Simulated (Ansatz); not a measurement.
# B2FH3OSi: basis-set convergence

How large a basis does B2FH3OSi need? Two functionals are run in growing sets.

Program: Ansatz 0.2.0, Gaussian basis. Level of theory: one geometry, several basis sets. These are calculated values, not measurements.

Levels to be run: PBE0-D4/def2-SVP; ωB97M-V/def2-SVP; PBE0-D4/def2-QZVPP; ωB97M-V/def2-QZVPP; the functionals' def2-TZVPP values are taken from earlier runs.

## Step 1: The geometry

An earlier PBE0-D4 in a triple-zeta def2 set relaxation fixed the geometry.

SMILES `FB1BO[SiH2]1`, 8 atoms, charge 0, spin multiplicity 1.

Atoms are counted from 1 here; the program's logs count them from 0.

Bond lengths: F1–B2 1.306 Å, B2–B3 1.746 Å, B2–Si5 2.041 Å, B3–O4 1.365 Å, B3–H6 1.197 Å, O4–Si5 1.721 Å, Si5–H7 1.489 Å, Si5–H8 1.489 Å. Angles: F1–B2–B3 139.6°, F1–B2–Si5 140.7°, B3–B2–Si5 79.7°, B2–B3–O4 98.8°, B2–B3–H6 140.6°, O4–B3–H6 120.6°, B3–O4–Si5 103.7°, B2–Si5–O4 77.8°, B2–Si5–H7 123.0°, B2–Si5–H8 123.0°, O4–Si5–H7 109.4°, O4–Si5–H8 109.4°, H7–Si5–H8 108.0°.

As a file:

```
F    -0.6346   -0.9121    2.2356
B    -0.2292   -0.3672    1.1199
B     0.8486    0.8909    0.5685
O     0.6444    0.7667   -0.7759
Si   -0.4996   -0.5130   -0.8974
H     1.6073    1.7123    0.9968
H    -1.7221   -0.0189   -1.5887
H     0.0773   -1.6157   -1.7146
```

## Step 2: PBE0-D4 in def2-SVP

Input file in.yaml:

```yaml
crystal:
  periodic: [false, false, false]
  atoms:
    - {symbol: F, position_ang: [-0.634572, -0.912059, 2.235563]}
    - {symbol: B, position_ang: [-0.229184, -0.367207, 1.119906]}
    - {symbol: B, position_ang: [0.848609, 0.890922, 0.568507]}
    - {symbol: O, position_ang: [0.644439, 0.766743, -0.775904]}
    - {symbol: Si, position_ang: [-0.499608, -0.512992, -0.897421]}
    - {symbol: H, position_ang: [1.607310, 1.712252, 0.996766]}
    - {symbol: H, position_ang: [-1.722136, -0.018941, -1.588749]}
    - {symbol: H, position_ang: [0.077344, -1.615718, -1.714568]}
basis:
  gaussian: {orbitals: def2-SVP}
hamiltonian: {xc: pbe0, dispersion: d4}
output: {orbitals: {seedname: orbitals}}
```

After this run come: ωB97M-V in def2-SVP; PBE0-D4 in def2-QZVPP; ωB97M-V in def2-QZVPP.

Before running them: what should the planned runs give, taken together? Wanted: PBE0-D4: double and triple zeta above quadruple; ωB97M-V: double and triple zeta above quadruple.

As calculated:

| quantity | value |
| --- | --- |
| PBE0-D4: double and triple zeta above quadruple | 10.67, 0.61 eV |
| ωB97M-V: double and triple zeta above quadruple | 10.79, 0.56 eV |

What this shows: For PBE0-D4 the step from double to triple zeta gains 10.06 eV and the next only 0.61 eV. These are total energies; as a rule much of such shifts cancels in differences, which this series doesn't test.
